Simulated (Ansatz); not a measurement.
# GeH3Se radical: basis-set convergence

One table from this session's results is given with a row withheld; the runs are named, their logs left out.

The runs use Ansatz 0.2.0, Gaussian basis; one geometry, several basis sets.

The runs, in order: PBE0-D4/def2-SVP; ωB97M-V/def2-SVP; PBE0-D4/def2-QZVPP; the functionals' def2-TZVPP values are taken from earlier runs.

## The relaxed structure

An earlier PBE0-D4 in a triple-zeta def2 set relaxation fixed the geometry.

SMILES `[GeH3][Se]`, 5 atoms, charge 0, spin multiplicity 2.

Atoms are counted from 1 here; the program's logs count them from 0.

Bond lengths: Ge1–Se2 2.345 Å, Ge1–H3 1.537 Å, Ge1–H4 1.536 Å, Ge1–H5 1.536 Å. Angles: Se2–Ge1–H3 104.9°, Se2–Ge1–H4 110.6°, Se2–Ge1–H5 110.6°, H3–Ge1–H4 110.2°, H3–Ge1–H5 110.2°, H4–Ge1–H5 110.2°.

The first run:

File in.yaml:

```yaml
crystal:
  periodic: [false, false, false]
  atoms:
    - {symbol: Ge, position_ang: [0.136670, -0.028464, -0.128137]}
    - {symbol: Se, position_ang: [-1.512456, -0.105231, 1.536608]}
    - {symbol: H, position_ang: [0.089608, 1.411445, -0.664320]}
    - {symbol: H, position_ang: [-0.184166, -1.023788, -1.252824]}
    - {symbol: H, position_ang: [1.520344, -0.327562, 0.467272]}
basis:
  gaussian: {orbitals: def2-SVP}
magnetization: {spin_polarized: true, initial_magnetization: 1}
hamiltonian: {xc: pbe0, dispersion: d4}
output: {orbitals: {seedname: orbitals}}
```

The run is started by

```bash
$ ansatz run in.yaml --threads 2 --pin off --events-out ev --progress --plain --max-ram 32768MiB --backend cpu
```

Among the steps run: PBE0-D4 in def2-SVP; ωB97M-V in def2-SVP; PBE0-D4 in def2-QZVPP.

One of the session's tables, all rows but one given; the rest of the session is left out.

```
functional       basis  HOMO (eV)  LUMO (eV)
   PBE0-D4    def2-SVP          ?          ?
   PBE0-D4  def2-TZVPP      -6.81      -4.34
   PBE0-D4  def2-QZVPP      -6.82      -4.34
   ωB97M-V    def2-SVP      -8.80      -2.12
   ωB97M-V  def2-TZVPP      -8.95      -2.28
```

Q: Estimate the row for PBE0-D4, def2-SVP from the others.

The run gave: HOMO (eV): -6.67; LUMO (eV): -4.28. In the column «HOMO (eV)» it is the highest.
